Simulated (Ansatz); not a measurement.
# C₃H₄Cl₂F₂Si₂: one species, many methods

How much do the methods differ for C₃H₄Cl₂F₂Si₂? The plan is to run it at one geometry with functionals of several rungs and with coupled cluster, and see how far each lands from CCSD(T) at the basis-set limit for the atomisation energy.

Computed with Ansatz 0.2.0, Gaussian basis. Level: functionals in def2-TZVPP, the program's frozen cores in correlated methods.

Plan: LDA (SPW92), PBE-D4, revPBE-D4, BLYP-D4, r2SCAN-D4, B97M-V, PBE0-D4, B3LYP-D4, r2SCANh-D4, r2SCAN0-D4, HSE06-D4, BHLYP-D4, CAM-B3LYP-D4, LC-ωPBE, ωB97X-V, ωB97M-V, B2PLYP, PBE-QIDH; CCSD(T)/def2-SVP; CCSD(T)/def2-TZVPP; MP2/def2-QZVPP; extrapolation to the limit; RPA on PBE.

### Step 1. The geometry

The geometry comes from an earlier relaxation with PBE0-D4 in a triple-zeta def2 set; it is a stationary point, not always the lowest conformer.

13 atoms, charge 0, spin multiplicity 1.

Atoms are counted from 1 here; the program's logs count them from 0.

Bond lengths: C1–Si2 1.850 Å, C1–H10 1.092 Å, C1–H11 1.093 Å, C1–H12 1.092 Å, Si2–Cl3 2.051 Å, Si2–C4 1.834 Å, Si2–H13 1.479 Å, C4–C5 1.213 Å, C5–Si6 1.798 Å, Si6–F7 1.574 Å, Si6–F8 1.573 Å, Si6–Cl9 2.013 Å. Angles: Si2–C1–H10 110.3°, Si2–C1–H11 110.0°, Si2–C1–H12 110.5°, H10–C1–H11 108.7°, H10–C1–H12 108.7°, H11–C1–H12 108.6°, C1–Si2–Cl3 110.5°, C1–Si2–C4 109.9°, C1–Si2–H13 113.0°, Cl3–Si2–C4 107.4°, Cl3–Si2–H13 107.9°, C4–Si2–H13 107.9°, Si2–C4–C5 178.8°, C4–C5–Si6 178.8°, C5–Si6–F7 109.8°, C5–Si6–F8 110.2°, C5–Si6–Cl9 111.4°, F7–Si6–F8 107.4° and more.

### Step 2. LDA

This LDA is Slater exchange with PW92 correlation.

in.yaml

```yaml
crystal:
  periodic: [false, false, false]
  atoms:
    - {symbol: C, position_ang: [1.944169, -0.768695, -1.599966]}
    - {symbol: Si, position_ang: [0.989246, 0.777410, -1.252125]}
    - {symbol: Cl, position_ang: [-0.090290, 1.340165, -2.902761]}
    - {symbol: C, position_ang: [-0.202332, 0.483616, 0.110082]}
    - {symbol: C, position_ang: [-0.975093, 0.272831, 1.020495]}
    - {symbol: Si, position_ang: [-2.142179, -0.060211, 2.346550]}
    - {symbol: F, position_ang: [-1.383769, -0.664655, 3.586662]}
    - {symbol: F, position_ang: [-2.824530, 1.277329, 2.816950]}
    - {symbol: Cl, position_ang: [-3.569786, -1.352581, 1.760380]}
    - {symbol: H, position_ang: [2.649344, -0.602809, -2.417141]}
    - {symbol: H, position_ang: [2.503870, -1.070951, -0.711221]}
    - {symbol: H, position_ang: [1.270150, -1.580509, -1.879655]}
    - {symbol: H, position_ang: [1.851597, 1.914362, -0.863548]}
basis:
  gaussian: {orbitals: def2-TZVPP}
hamiltonian: {xc: lda}
output: {orbitals: {seedname: orbitals}}
```

After this run come: PBE-D4 (GGA); revPBE-D4 (GGA); BLYP-D4 (GGA); r2SCAN-D4 (meta-GGA); B97M-V (meta-GGA); PBE0-D4 (hybrid); B3LYP-D4 (hybrid); r2SCANh-D4 (hybrid); r2SCAN0-D4 (hybrid); HSE06-D4 (hybrid); BHLYP-D4 (hybrid); CAM-B3LYP-D4 (range-separated); LC-ωPBE (range-separated); ωB97X-V (range-separated); ωB97M-V (range-separated); B2PLYP (double hybrid); PBE-QIDH (double hybrid); CCSD(T) in def2-SVP; CCSD(T) in def2-TZVPP; MP2 in def2-QZVPP; RPA on PBE orbitals.

Q: Predict the results of all the runs planned. Wanted: atomisation energy, CCSD(T)/CBS; farthest beyond LDA; mean size of error, GGA; mean size of error, meta-GGA; mean size of error, hybrid; mean size of error, range-separated; mean size of error, double hybrid; gap, smallest and largest; T1 diagnostic.

**Answer**, as computed:

| quantity | value |
| --- | --- |
| atomisation energy, CCSD(T)/CBS | 5458.7 kJ/mol |
| functionals within 27.3 kJ/mol (0.5 %) | r2SCAN-D4, B97M-V, PBE0-D4, r2SCANh-D4, HSE06-D4, CAM-B3LYP-D4, ωB97X-V, ωB97M-V, PBE-QIDH |
| farthest beyond LDA | BHLYP-D4 (-204.3 kJ/mol) |
| mean size of error, GGA | 67.4 kJ/mol |
| mean size of error, meta-GGA | 21.4 kJ/mol |
| mean size of error, hybrid | 64.7 kJ/mol |
| mean size of error, range-separated | 19.5 kJ/mol |
| mean size of error, double hybrid | 49.2 kJ/mol |
| gap, smallest and largest | 5.04 eV (LDA (SPW92)), 12.28 eV (LC-ωPBE) |
| T1 diagnostic | 0.0112 |
| triples share of the correlation energy | 4.0 % |

In words: LDA overbinds by 748.9 kJ/mol (14 %). PBE-D4 misses by +89.4 kJ/mol. Double hybrids carry the basis error of their MP2 part in triple zeta, and no dispersion term here, so their miss is partly the set-up's. The rungs range-separated, meta-GGA miss on average by less than the doubt on the reference (27.3 kJ/mol), so they tie. The reference freezes the cores and leaves out relativity and excitations past (T), so misses under about 27.3 kJ/mol can't be ranked. Hartree-Fock recovers 75 % of the binding; the rest is correlation. CCSD(T) in def2-SVP is off by -393.7 kJ/mol, so the small basis spoils what the method gains. Orbital gaps span 5.0 to 12.3 eV; exact exchange widens them.
